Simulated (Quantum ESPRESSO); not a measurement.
The system is Y2Ge3.

```
Y Ge
1.0
     4.39243    0.00000    0.00000
    -2.19621    3.80395    0.00000
     0.00000    0.00000    7.10729
Y Ge
2 3
Direct
  0.00000 0.00000 0.27007
  0.00000 0.00000 0.72993
  0.66667 0.33333 0.00000
  0.66667 0.33333 0.50000
  0.33333 0.66667 0.00000
```

The cell comes from a database or a generator and needn't be the stable form of this composition.

```yaml
Program: Quantum ESPRESSO 7.5
Task: single point
Functional: PBE
Potentials_or_basis: SSSP 1.3 efficiency PBE
Cutoff: 748 eV
Density_cutoff: 5987 eV
k_mesh: 7 × 7 × 4
Occupations: fermi-dirac, width 0.05 eV
Spin: no spin polarisation
```

On this cell: pressure 0.3 GPa; largest force 0.151 eV/Å; band gap on the k mesh none (metal or under the smearing width).

The same run follows on a disturbed copy (atoms moved at random, drawn with an rms of 0.05 Å):

```
Y Ge
1.0
     4.39243    0.00000    0.00000
    -2.19621    3.80395    0.00000
     0.00000    0.00000    7.10729
Y Ge
2 3
Direct
  0.00168 0.00536 0.26360
  0.00576 0.00619 0.72465
  0.66867 0.35501 0.99891
  0.65729 0.33252 0.50663
  0.31653 0.66102 0.99797
```

Q: What changes?

A: The energy (extrapolated to zero smearing) moves by +10.8 meV/atom; pressure 0.5 GPa; largest force 0.530 eV/Å; band gap on the k mesh none (metal or under the smearing width).

Forces in eV/Å, atoms in the order of the input:
```
Y   -0.140  0.003  0.097
Y   -0.217 -0.034  0.344
Ge  -0.060 -0.525 -0.042
Ge   0.189  0.101 -0.347
Ge   0.228  0.454 -0.053
```

Stress tensor (GPa, compression positive):
```
 1.62  0.43 -0.10
 0.43 -0.16 -0.05
-0.10 -0.05  0.18
```
